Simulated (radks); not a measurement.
**Rb³⁺ in [Ar] 3d10 4s2 4p4: an all-electron calculation**

Wanted: eigenvalues, radial structure and energy terms of the rubidium ion Rb3+.

Program: radks (a radial shooting solver on a logarithmic mesh, Libxc functionals) version 1. Level of theory: scalar-relativistic Kohn-Sham, LDA (Slater exchange, Perdew-Wang correlation), spin-unpolarised, spherical densities, point nucleus. These are calculated values, not measurements, unless marked.

## (1) The system

```
element       : rubidium (Z = 37)
charge        : +3
electrons     : 34
configuration : [Ar] 3d10 4s2 4p4
```

The outer shells:

Rb³⁺
```
[Ar] core
3d [↑↓][↑↓][↑↓][↑↓][↑↓]
4s [↑↓]
4p [↑↓][↑ ][↑ ]
```

## (2) Self-consistent calculation

Input:

```text
Z 37
configuration [Ar] 3d10 4s2 4p4
relativity scalar-relativistic
functional lda,pw
spin unpolarised
nucleus point
c 137.035999084
```

On the command line:

```sh
python run_ks.py task.json out
```

All runs below come from this command, one after another.

What does the calculation give?

**Answer**, as computed:

| quantity | value |
| --- | --- |
| total energy | -2974.98687 hartree |
| exchange-correlation share of it | 3.23 % |
| −T/E | 1.0239 |
| highest occupied level | 4p, -46.934 eV |
| most extended occupied level | 4p, <r> = 1.57 bohr |
| radius at density 0.001 e/bohr³ | 3.21 bohr |
| maxima of the radial density | 3 |
| ionisation energy, NIST | 52.2 (semi-emp.) eV |

**Reading.** 4 principal shells are occupied and 3 maxima appear in the radial density; where shells overlap, one shows as a shoulder or not at all. Relativity lifts −T/E to 1.024. Minus the highest eigenvalue, 46.934 eV, is 90 % of the tabulated ionisation energy (52.2 eV); the potential of a semilocal functional falls off too fast, so its top eigenvalue is too shallow. Spin polarisation and multiplet splitting are left out.
